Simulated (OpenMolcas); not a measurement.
# Pd³⁺ in CaF2: CASSCF and CASPT2 levels and susceptibility

Aim: the ligand-field states of Pd³⁺ in this surrounding, its lowest levels with spin-orbit coupling and its magnetic susceptibility.

Program: OpenMolcas 26.06. Level of theory: state-averaged CASSCF and CASPT2, spin-orbit coupling by RASSI with atomic mean-field integrals. These are calculated values, not measurements, unless marked.

## 1. The atom as given

* Species: Pd³⁺ (palladium, Z = 46, 43 electrons)
* Basis: ANO-RCC-VDZP [6s5p3d1f], 155 functions with the ligands
* Scalar Hamiltonian: DKH2, point nucleus
* Inactive shells: 1s 2s 2p 3s 3p 3d 4s 4p of the metal, and all ligand shells
* Active space: 7 electrons in 5 orbitals (4d)
* Some configurations of this space: 4d⁷
* Orbitals: optimised for each spin and parity, averaged over all roots

Outer shells as boxes (Hund's rule):

4d7
```
4d [↑↓][↑↓][↑ ][↑ ][↑ ]
```

Pd³⁺ is taken with its 8 nearest fluoride ions at 2.357 Å, on the cation site of CaF2 (a = 5.46294 Å). The rest of the host is ab initio model potentials to 7.6 Å and point charges beyond; the distance is set by hand, nothing relaxes, and no local charge compensation is placed. Ligand basis ANO-RCC-VDZP.

```xyz
21

Pd    0.0000    0.0000    0.0000
F     1.3608    1.3608    1.3608
F     1.3608    1.3608   -1.3608
F     1.3608   -1.3608    1.3608
F     1.3608   -1.3608   -1.3608
F    -1.3608    1.3608    1.3608
F    -1.3608    1.3608   -1.3608
F    -1.3608   -1.3608    1.3608
F    -1.3608   -1.3608   -1.3608
Ca    0.0000    2.7315   -2.7315
Ca    0.0000   -2.7315    2.7315
Ca    0.0000    2.7315    2.7315
Ca    0.0000   -2.7315   -2.7315
Ca    2.7315   -2.7315    0.0000
Ca   -2.7315    2.7315    0.0000
Ca    2.7315    0.0000   -2.7315
Ca   -2.7315    0.0000    2.7315
Ca    2.7315    0.0000    2.7315
Ca   -2.7315    0.0000   -2.7315
Ca    2.7315    2.7315    0.0000
Ca   -2.7315   -2.7315    0.0000
```

Each step is its own input file, run in one work folder so that later steps find the files of earlier ones. Labels, J, g values, rates, χT and fits are worked out afterwards by a script from the matrices that RASSI stores.

## 2. GATEWAY and SEWARD: basis and integrals

Input file a.inp:

```
&GATEWAY
Basis set
Pd.ANO-RCC-VDZP.
Pd1 0.0 0.0 0.0 Angstrom
End of basis
Basis set
F.ANO-RCC-VDZP.
L1 1.360815 1.360815 1.360815 Angstrom
L2 1.360815 1.360815 -1.360815 Angstrom
L3 1.360815 -1.360815 1.360815 Angstrom
L4 1.360815 -1.360815 -1.360815 Angstrom
End of basis
Basis set
Ca.EMB-AIMP.Pascual.0s.0s.ECP.CaF2.
PseudoCharge
* 21 symmetry-unique lattice sites within 7.6 angstrom
End of basis
Basis set
F.EMB-AIMP.Pascual.0s.0s.ECP.CaF2.
PseudoCharge
* 40 symmetry-unique lattice sites within 7.6 angstrom
End of basis
Symmetry
XYZ
AngMom=0.0 0.0 0.0
AMFI
RICD
XField
1348 Angstrom 0
* Evjen-weighted lattice charges
&SEWARD
```

Launch:

```
> OMP_NUM_THREADS=1 MOLCAS_MEM=2457 MOLCAS_PROJECT=a pymolcas a.inp > a.log
```

## 3. Reference wave functions, quartets, 10 roots

Input file a.inp:

```
&RASSCF
FileOrb=start.orb
Symmetry=1
Spin=4
nActEl=7 0 0
Inactive=29 29
Ras2=5 0
CIRoot=10 10 1
SDav=10
CIMx=300
Iter=150 100
PrWF=0.3
OrbListing=Nothing
MaxOrb=0
LevShft=1.0
>>> COPY $Project.JobIph JOB001
```

start.orb holds start orbitals that the driver prepared beforehand, or those of the step before.

## 4. CASSCF: doublets, 40 roots

Input file a.inp:

```
&RASSCF
FileOrb=start.orb
Symmetry=1
Spin=2
nActEl=7 0 0
Inactive=29 29
Ras2=5 0
CIRoot=40 40 1
SDav=40
CIMx=300
Iter=150 100
PrWF=0.3
OrbListing=Nothing
MaxOrb=0
LevShft=1.0
>>> COPY $Project.JobIph JOB002
```

## 5. State interaction with spin-orbit coupling

Input file a.inp:

```
&RASSI
NrOfJobIphs=2 10 40
1 2 3 4 5 6 7 8 9 10
1 2 3 4 5 6 7 8 9 10 11 12 13 14 15 16 17 18 19 20 21 22 23 24 25 26 27
28 29 30 31 32 33 34 35 36 37 38 39 40
IphNames
JOB001
JOB002
EJob
SpinOrbit
DIPRint=1.0
SOCoupling=1000.0
Subsets=2
Property=9
'ANGMOM' 1 'ANGMOM' 2 'ANGMOM' 3 'MLTPL  1' 1 'MLTPL  1' 2 'MLTPL  1' 3
'AMFI' 1 'AMFI' 2 'AMFI' 3
SOProperty=3
'ANGMOM' 1 'ANGMOM' 2 'ANGMOM' 3
```

## 6. CASPT2: IPEA 0.25, imaginary shift 0.1 (closed shells correlated: 4s 4p of the metal, with ligand shells; the Frozen line counts the rest)

Input file a.inp:

```
>>> COPY JOB001 $Project.JobIph
&CASPT2
Multistate=10 1 2 3 4 5 6 7 8 9 10
NoMult
Frozen=12 10
IPEA=0.25
Imaginary=0.1
MaxIter=60
WThr=0.0 0.3 0.05
PrWF=0.5
NoMix
>>> COPY JOB002 $Project.JobIph
&CASPT2
Multistate=40 1 2 3 4 5 6 7 8 9 10 11 12 13 14 15 16 17 18 19 20 21 22
23 24 25 26 27 28 29 30 31 32 33 34 35 36 37 38 39 40
NoMult
Frozen=12 10
IPEA=0.25
Imaginary=0.1
MaxIter=60
WThr=0.0 0.3 0.05
PrWF=0.5
NoMix
```

(Steps that only read results are left out.)

What does the calculation give? Wanted: spin-free ground state; first state of the same spin within the active space; lowest level; next level.

As calculated:

| quantity | value |
| --- | --- |
| method | SS-CASPT2, IPEA 0.25, imaginary shift 0.1 (closed shells correlated: 4s 4p of the metal, with ligand shells; the Frozen line counts the rest) |
| spin-free ground state | 4A2, 1-fold in its orbital part |
| first state of the same spin within the active space | 4T2 at 11600 cm⁻¹ |
| lowest level | 4-fold Γ8 |
| next level | 4069.1 cm⁻¹ |
| χT at 300 K | 2.34 cm³ K/mol |
| effective moment at 300 K | 4.33 μB |

Cost by method:

| method | time of its own steps | time with the reference |
| --- | --- | --- |
| A. CASSCF | 38 s | 38 s |
| B. SS-CASPT2, IPEA 0.25, imaginary shift 0.1, +4s 4p | 5.2 min | 5.9 min |

Times are of one thread on a shared host.

**Reading.** The spin-free ground state (4A2) is 1-fold and keeps the highest spin of the shell. χT at 300 K is 2.34, against 1.88 cm³ K/mol for the spin alone, so orbital moment adds to it. CASPT2 does not keep the components of a term degenerate, and the means are used. With metal d orbitals alone active, the gaps between spin states are rough; where two lie within a few thousand cm-1, their order is open.
